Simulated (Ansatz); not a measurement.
# Molecular dynamics of Rb$_{2}$AgPdF$_{6}$

Input:

```yaml
crystal:
  lattice:
    - [8.6882631684, 0.0543924673, 0.1036469715]
    - [0.0543924673, 8.6426620592, -0.0699424097]
    - [0.1036469715, -0.0699424097, 8.7315409515]
  atoms:
    - { symbol: Rb, position: [0.25121804, 0.24635736, 0.27231153] }
    - { symbol: Rb, position: [0.7531129, 0.77704605, 0.73463255] }
    - { symbol: Ag, position: [0.49445021, 0.50711129, 0.4667522] }
    - { symbol: Pd, position: [0.00279845, 0.01513173, -0.00094181] }
    - { symbol: F, position: [0.50450582, 0.48470179, 0.19819786] }
    - { symbol: F, position: [0.74472869, 0.48869223, 0.4648383] }
    - { symbol: F, position: [0.51249393, 0.52019249, 0.73149375] }
    - { symbol: F, position: [0.52284917, 0.24049619, 0.4882194] }
    - { symbol: F, position: [0.50500233, 0.75909116, 0.48858537] }
    - { symbol: F, position: [0.22423288, 0.51502205, 0.48110825] }
    - { symbol: Rb, position: [0.73295468, 0.75391171, 0.21615056] }
    - { symbol: Rb, position: [0.25834141, 0.2795836, 0.73122171] }
    - { symbol: Ag, position: [0.01548107, 0.00135411, 0.49299211] }
    - { symbol: Pd, position: [0.50878881, 0.48883916, -0.03184878] }
    - { symbol: F, position: [-0.0232961, -0.00612055, 0.24612841] }
    - { symbol: F, position: [0.27247865, -0.01278315, 0.4651397] }
    - { symbol: F, position: [0.02571285, 0.05669606, 0.75681344] }
    - { symbol: F, position: [-0.05087762, 0.75206125, 0.4683187] }
    - { symbol: F, position: [0.02058862, 0.26661553, 0.50940044] }
    - { symbol: F, position: [0.76012955, -0.01571109, 0.49771553] }
    - { symbol: Rb, position: [0.76903903, 0.23521354, 0.74404377] }
    - { symbol: Rb, position: [0.26856282, 0.74953649, 0.24429948] }
    - { symbol: Ag, position: [0.00528252, 0.50207527, -0.02431447] }
    - { symbol: Pd, position: [0.51646146, -0.00283946, 0.49321736] }
    - { symbol: F, position: [-0.03490396, 0.51000753, 0.73289656] }
    - { symbol: F, position: [0.2776745, 0.52187398, -0.03400068] }
    - { symbol: F, position: [0.01056563, 0.52134402, 0.25000144] }
    - { symbol: F, position: [0.03705186, 0.24000979, 0.04322427] }
    - { symbol: F, position: [-0.0067369, 0.78119762, -0.03708878] }
    - { symbol: F, position: [0.72959123, 0.45352857, -0.01343792] }
    - { symbol: Rb, position: [0.23389536, 0.80101145, 0.73161403] }
    - { symbol: Rb, position: [0.75515118, 0.24406222, 0.24427719] }
    - { symbol: Ag, position: [0.50714097, -0.01217488, -0.00638677] }
    - { symbol: Pd, position: [-0.01694271, 0.51177913, 0.49312468] }
    - { symbol: F, position: [0.50326273, 0.0266369, 0.74485745] }
    - { symbol: F, position: [0.74951533, 0.04668272, -0.00250301] }
    - { symbol: F, position: [0.53665591, -0.00295025, 0.25943601] }
    - { symbol: F, position: [0.513481, 0.72748269, -0.0226856] }
    - { symbol: F, position: [0.50395309, 0.24967457, 0.00385097] }
    - { symbol: F, position: [0.25027769, -0.02888248, 0.00499447] }
basis:
  ecutwfc: 500.0
kpoints:
  mp_grid: { grid: [1, 1, 1] }
hamiltonian:
  xc: r2scan
  dispersion: d3bj
scf:
  occupations: { method: fermi_dirac, width: 0.05 }
  lower_state_search: "off"
md:
  timestep: 2
  n_steps: 160
  ensemble: nve
  temperature: 800.0
  initial_velocities: maxwell_boltzmann
  seed: 140268
```

Command:

```bash
$ ansatz run input.yaml --threads 4 --pin off --max-ram 10240MiB --backend cpu --events-out ev --progress --plain --runs-dir out
```

It goes on from the last frame of an earlier run, with new velocities.

Output, in part (step lines):

```
md step     0: t =     0.00 fs  T =   800.0 K  F+E_penalty+E_count = -104035.49902386 eV  E_kin = 4.032912 eV  conserved = -104031.46611189 eV  (14 SCF iters)
[... lines left out ...]
```

The steps, from the saved trajectory:

| time (fs) | T (K) | potential energy less start (eV) | conserved less start (meV/atom) |
| --- | --- | --- | --- |
| 0 | 800 | 0.000 | 0.00 |
| 10 | 755 | 0.227 | 0.03 |
| 20 | 704 | 0.484 | 0.03 |
| 30 | 658 | 0.715 | 0.03 |
| 40 | 627 | 0.873 | 0.04 |
| 50 | 638 | 0.819 | 0.03 |
| 60 | 674 | 0.634 | 0.01 |
| 70 | 678 | 0.613 | 0.01 |
| 80 | 643 | 0.793 | 0.03 |
| 90 | 615 | 0.936 | 0.03 |
| 100 | 602 | 1.001 | 0.01 |
| 110 | 570 | 1.163 | 0.03 |
| 120 | 583 | 1.096 | 0.05 |
| 130 | 674 | 0.635 | -0.02 |
| 140 | 673 | 0.642 | 0.00 |
| 150 | 621 | 0.905 | 0.05 |
| 160 | 639 | 0.814 | 0.02 |
| 170 | 681 | 0.601 | 0.01 |
| 180 | 706 | 0.473 | 0.01 |
| 190 | 709 | 0.459 | 0.01 |
| 200 | 675 | 0.628 | 0.00 |
| 210 | 618 | 0.921 | 0.05 |
| 220 | 647 | 0.772 | 0.05 |
| 230 | 771 | 0.144 | -0.01 |
| 240 | 826 | -0.131 | -0.02 |
| 250 | 775 | 0.125 | 0.02 |
| 260 | 708 | 0.466 | 0.02 |
| 270 | 625 | 0.880 | 0.02 |
| 280 | 542 | 1.305 | 0.05 |
| 290 | 544 | 1.293 | 0.05 |
| 300 | 625 | 0.882 | 0.01 |
| 310 | 668 | 0.668 | 0.00 |
| 320 | 647 | 0.771 | 0.04 |

The run went to its last step. The conserved energy stayed within 0.064 meV per atom of its start (net change 0.035 meV per atom), so the integration is sound. A run of 0.32 ps of so small a system gives no equilibrium averages. Limits of this set-up: coarse k mesh.

Mean squared displacements from the first frame to the last, about the centre of mass: Rb 0.08 Å², Ag 0.08 Å², Pd 0.08 Å², F 0.19 Å².

Last frame:

```xyz
40
Lattice="8.6883 0.0544 0.1036 0.0544 8.6427 -0.0699 0.1036 -0.0699 8.7315" Properties=species:S:1:pos:R:3
Rb 2.294 2.114 2.139
Rb 6.433 6.761 6.355
Ag 4.416 4.358 4.399
Pd 0.017 -0.082 -0.151
F 4.624 4.449 1.912
F 6.804 4.155 3.957
F 4.418 4.400 6.781
F 4.059 2.362 4.532
F 4.692 6.550 4.384
F 1.976 4.217 4.577
Rb 6.539 6.548 2.166
Rb 2.227 2.141 6.378
Ag 0.149 -0.102 4.148
Pd 4.484 4.338 0.020
F 0.008 -0.005 1.840
F 2.157 0.257 4.278
F 0.074 -0.053 6.488
F 0.113 6.443 4.176
F 0.183 2.082 4.200
F 6.522 0.095 4.419
Rb 6.630 2.076 6.320
Rb 2.450 6.881 2.097
Ag 0.305 4.291 0.103
Pd 4.418 0.239 4.192
F -0.321 4.564 6.084
F 2.500 4.634 0.138
F 0.493 4.215 2.294
F -0.037 1.873 -0.136
F 0.191 6.499 -0.060
F 6.465 3.898 0.117
Rb 2.050 6.680 6.427
Rb 6.834 2.160 2.062
Ag 4.261 -0.008 -0.053
Pd 0.089 4.304 4.162
F 3.977 0.055 6.101
F 6.552 -0.028 -0.195
F 4.796 0.300 2.123
F 4.621 6.367 -0.040
F 4.091 2.299 -0.173
F 2.147 -0.051 -0.040
```

Time of the run: 19 min on 4 threads of Intel(R) Xeon(R) 6975P-C (Granite Rapids), with other jobs on the host, peak memory 1.9 GiB.
